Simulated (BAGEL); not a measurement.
**B2P2H6 (SMILES BPBP): levels of theory compared**

Wanted: a comparison of 4 runs (B3LYP/6-31G*, B3LYP/cc-pVDZ, PBE0/cc-pVDZ, RI-MP2/cc-pVDZ) of B2P2H6. 

Program for the calculation: BAGEL 1.2.2.

## 1. Starting point

B2P2H6 has 10 atoms, charge 0, and is taken as a singlet. SMILES: `BPBP`. The shape is that of a GFN2-xTB optimisation. This is one conformer, not always the lowest.

Bond lengths: B1–P2 1.798 Å, P2–B3 1.812 Å, B3–P4 1.885 Å, B1–H5 1.168 Å, B1–H6 1.170 Å, P2–H7 1.377 Å, B3–H8 1.173 Å, P4–H9 1.383 Å, P4–H10 1.385 Å. Some angles: B1–P2–B3 123.3°, P2–B3–P4 123.0°, B1–P2–H7 115.0°, B3–P2–H7 113.4°, P2–B1–H5 120.7°, P2–B1–H6 117.9°, P2–B3–H8 117.7°, P4–B3–H8 118.6°, B3–P4–H9 99.1°, B3–P4–H10 100.4°.

## 2. A single-point energy at B3LYP/6-31G(d) (density fitting with qzvpp-jkfit, spherical functions) (run 1)

Contents of input.json:

```json
{ "bagel" : [

{
  "title" : "molecule",
  "basis" : "6-31gs.json",
  "df_basis" : "qzvpp-jkfit",
  "angstrom" : true,
  "geometry" : [
    { "atom" : "B", "xyz" : [   -1.539920,   -0.280620,   -1.770220 ] },
    { "atom" : "P", "xyz" : [    0.044050,   -0.262260,   -0.919050 ] },
    { "atom" : "B", "xyz" : [    0.209190,   -0.417920,    0.878540 ] },
    { "atom" : "P", "xyz" : [    1.765700,    0.086200,    1.815540 ] },
    { "atom" : "H", "xyz" : [   -1.649170,    0.186760,   -2.834970 ] },
    { "atom" : "H", "xyz" : [   -2.437990,   -0.815410,   -1.245130 ] },
    { "atom" : "H", "xyz" : [    1.001670,    0.548600,   -1.487180 ] },
    { "atom" : "H", "xyz" : [   -0.626570,   -1.006690,    1.454000 ] },
    { "atom" : "H", "xyz" : [    1.175780,    0.674760,    2.918790 ] },
    { "atom" : "H", "xyz" : [    2.057270,    1.286590,    1.189660 ] }
  ]
},
{
  "title" : "ks",
  "xc_func" : "b3lyp"
},
{
  "title" : "print",
  "file" : "orbitals.molden",
  "orbitals" : true
}

]}
```

The basis set 6-31G* is read from a file made from the Basis Set Exchange's data (not shown).

On the command line:

```
BAGEL_NUM_THREADS=1 BAGEL input.json > input.out
```

Log:

```text
* using 1 threads per process

  ===============================================================
  ===============================================================

  *** Geometry ***

  { "atom" : "B", "xyz" : [     -2.910027,     -0.530295,     -3.345231 ] },
  { "atom" : "P", "xyz" : [      0.083242,     -0.495600,     -1.736753 ] },
  { "atom" : "B", "xyz" : [      0.395312,     -0.789754,      1.660200 ] },
[... 6 lines of this table left out ...]
  { "atom" : "H", "xyz" : [      3.887677,      2.431303,      2.248132 ] },

  Number of auxiliary basis functions:      514

  Since a DF basis is specified, we compute 2- and 3-index integrals:
    o Being stored without compression. Storage requirement is 0.024 GB

  Number of basis functions:       76
  Number of electrons      :       46

    * METHOD: MOLECULE                             0.29

  *** Kohn-Sham DFT ***

    * Removing 17819 points whose weight is below 1.00e-10
    * Grid points: 131241

  === Nuclear Repulsion ===
   169.2429743270

       - DIIS with orbital gradients will be used.

  === KS iteration (b3lyp / 6-31gs.json) ===
      0       -709.32942314          0.10606673           0.44
      1       -703.94994156          0.12251298           0.47
      2       -712.98456060          0.13562556           0.40
[... 18 lines of this table left out ...]
     21       -735.98879999          0.00000001           0.41
    * SCF iteration converged.

    * Permanent dipole moment:
           (   -0.038353,    -0.404835,    -0.012617) a.u.

    * METHOD: KS                                   9.83

    * METHOD: PRINT                                0.01

  ===============================================================
```

Wall time 11 s (1 thread of Intel Xeon at 2.60GHz (Ice Lake), shared host); peak memory 0.49 GiB.

## 3. A single-point energy at B3LYP/cc-pVDZ (density fitting with qzvpp-jkfit) (run 2)

Contents of calc.json:

```json
{ "bagel" : [

{
  "title" : "molecule",
  "basis" : "cc-pvdz.json",
  "df_basis" : "qzvpp-jkfit",
  "angstrom" : true,
  "geometry" : [
    { "atom" : "B", "xyz" : [   -1.539920,   -0.280620,   -1.770220 ] },
    { "atom" : "P", "xyz" : [    0.044050,   -0.262260,   -0.919050 ] },
    { "atom" : "B", "xyz" : [    0.209190,   -0.417920,    0.878540 ] },
    { "atom" : "P", "xyz" : [    1.765700,    0.086200,    1.815540 ] },
    { "atom" : "H", "xyz" : [   -1.649170,    0.186760,   -2.834970 ] },
    { "atom" : "H", "xyz" : [   -2.437990,   -0.815410,   -1.245130 ] },
    { "atom" : "H", "xyz" : [    1.001670,    0.548600,   -1.487180 ] },
    { "atom" : "H", "xyz" : [   -0.626570,   -1.006690,    1.454000 ] },
    { "atom" : "H", "xyz" : [    1.175780,    0.674760,    2.918790 ] },
    { "atom" : "H", "xyz" : [    2.057270,    1.286590,    1.189660 ] }
  ]
},
{ "title" : "ks", "xc_func" : "b3lyp" },
{ "title" : "print", "file" : "orbitals.molden", "orbitals" : true }

]}
```

The basis set cc-pVDZ is read from a file made from the Basis Set Exchange's data (not shown).

On the command line:

```
BAGEL_NUM_THREADS=1 BAGEL calc.json > calc.out
```

Log:

```text
* using 1 threads per process

  ===============================================================
  ===============================================================

  *** Geometry ***

  { "atom" : "B", "xyz" : [     -2.910027,     -0.530295,     -3.345231 ] },
  { "atom" : "P", "xyz" : [      0.083242,     -0.495600,     -1.736753 ] },
  { "atom" : "B", "xyz" : [      0.395312,     -0.789754,      1.660200 ] },
[... 6 lines of this table left out ...]
  { "atom" : "H", "xyz" : [      3.887677,      2.431303,      2.248132 ] },

  Number of auxiliary basis functions:      514

  Since a DF basis is specified, we compute 2- and 3-index integrals:
    o Being stored without compression. Storage requirement is 0.036 GB

  Number of basis functions:       94
  Number of electrons      :       46

    * METHOD: MOLECULE                             0.30

  *** Kohn-Sham DFT ***

    * Removing 17819 points whose weight is below 1.00e-10
    * Grid points: 131241

  === Nuclear Repulsion ===
   169.2429743270

       - DIIS with orbital gradients will be used.

  === KS iteration (b3lyp / cc-pvdz.json) ===
      0       -711.33772159          0.05778925           0.51
      1       -684.99011510          0.12449476           0.63
      2       -667.93173534          0.12840217           0.53
[... 16 lines of this table left out ...]
     19       -736.02945710          0.00000000           0.48
    * SCF iteration converged.

    * Permanent dipole moment:
           (   -0.171693,    -0.342007,    -0.026663) a.u.

    * METHOD: KS                                  10.84

    * METHOD: PRINT                                0.02

  ===============================================================
```

Run time: 11 s. Hardware: 1 thread of Intel Xeon at 2.60GHz (Ice Lake), shared host; peak memory 0.57 GiB.

Run 3 isn't shown in full; the table further down has it.

## 4. The energy at RI-MP2/cc-pVDZ (density fitting with qzvpp-jkfit) (run 4)

Contents of job.json:

```json
{ "bagel": [

{
  "title": "molecule",
  "basis": "cc-pvdz.json",
  "df_basis": "qzvpp-jkfit",
  "angstrom": "true",
  "geometry": [
    { "atom": "B", "xyz": [   -1.539920,   -0.280620,   -1.770220 ] },
    { "atom": "P", "xyz": [    0.044050,   -0.262260,   -0.919050 ] },
    { "atom": "B", "xyz": [    0.209190,   -0.417920,    0.878540 ] },
    { "atom": "P", "xyz": [    1.765700,    0.086200,    1.815540 ] },
    { "atom": "H", "xyz": [   -1.649170,    0.186760,   -2.834970 ] },
    { "atom": "H", "xyz": [   -2.437990,   -0.815410,   -1.245130 ] },
    { "atom": "H", "xyz": [    1.001670,    0.548600,   -1.487180 ] },
    { "atom": "H", "xyz": [   -0.626570,   -1.006690,    1.454000 ] },
    { "atom": "H", "xyz": [    1.175780,    0.674760,    2.918790 ] },
    { "atom": "H", "xyz": [    2.057270,    1.286590,    1.189660 ] }
  ]
},
{
  "title": "hf"
},
{
  "title": "mp2",
  "ncore": 12
}

]}
```

The basis set cc-pVDZ is read from a file made from the Basis Set Exchange's data (not shown).

On the command line:

```
BAGEL_NUM_THREADS=1 BAGEL job.json > job.out
```

Log:

```text
* using 1 threads per process

  ===============================================================
  ===============================================================

  *** Geometry ***

  { "atom" : "B", "xyz" : [     -2.910027,     -0.530295,     -3.345231 ] },
  { "atom" : "P", "xyz" : [      0.083242,     -0.495600,     -1.736753 ] },
  { "atom" : "B", "xyz" : [      0.395312,     -0.789754,      1.660200 ] },
[... 6 lines of this table left out ...]
  { "atom" : "H", "xyz" : [      3.887677,      2.431303,      2.248132 ] },

[... 23 lines left out ...]
    * SCF iteration converged.
[... 1 line left out ...]
    * Permanent dipole moment:
[... 2 lines left out ...]
    * METHOD: HF                                   1.26

  *** RHF ***

  === Nuclear Repulsion ===
   169.2429743270

      * DIIS with orbital gradients will be used.

  === RHF iteration (cc-pvdz.json) ===
      0       -734.31556388          0.00000000           0.07
    * SCF iteration converged.

    * Permanent dipole moment:
           (    0.093019,    -0.362422,     0.062773) a.u.

  === DF-MP2 calculation ===

    * freezing 12 orbitals
    * 3-index integral transformation done
    * assembly done

      MP2 correlation energy:   -0.4144478005      0.04

      MP2 total energy:       -734.7300116804

    * METHOD: MP2                                  0.20

  ===============================================================
```

Wall time 2 s (1 thread of Intel Xeon at 2.60GHz (Ice Lake), shared host); peak memory 0.14 GiB.

## 5. The series

| run | level | frozen core orbitals | energy (Eh) | dipole moment (D) | HOMO energy (eV) | LUMO energy (eV) | wall time |
| --- | --- | --- | --- | --- | --- | --- | --- |
| 1 | B3LYP/6-31G* (density fitting with qzvpp-jkfit, spherical functions) | – | -735.988800 | 1.03 | -6.80 | -2.13 | 11 s |
| 2 | B3LYP/cc-pVDZ (density fitting with qzvpp-jkfit) | – | -736.029457 | 0.98 | -6.85 | -2.27 | 11 s |
| 3 | PBE0/cc-pVDZ (density fitting with qzvpp-jkfit) | – | -735.648793 | 1.03 | -7.10 | -2.17 | 11 s |
| 4 | RI-MP2/cc-pVDZ (density fitting with qzvpp-jkfit) | 12 | -734.730012 | – | – | – | 2 s |

## 6. Results

| quantity | value |
| --- | --- |
| run 4: total energy | -734.73001 Eh |
| run 4: correlation energy (12 core orbitals frozen) | -414.4 mEh |

What this shows: Over runs 1, 2, 3 the dipole moment (its size) runs from 0.98 D (B3LYP/cc-pVDZ) to 1.03 D (B3LYP/6-31G*). Over runs 1, 2, 3 the HOMO–LUMO gap runs from 4.58 eV (B3LYP/cc-pVDZ) to 4.92 eV (PBE0/cc-pVDZ). Totals of different functionals can't be ranked against each other. All runs together took 35 s, the longest 11 s.
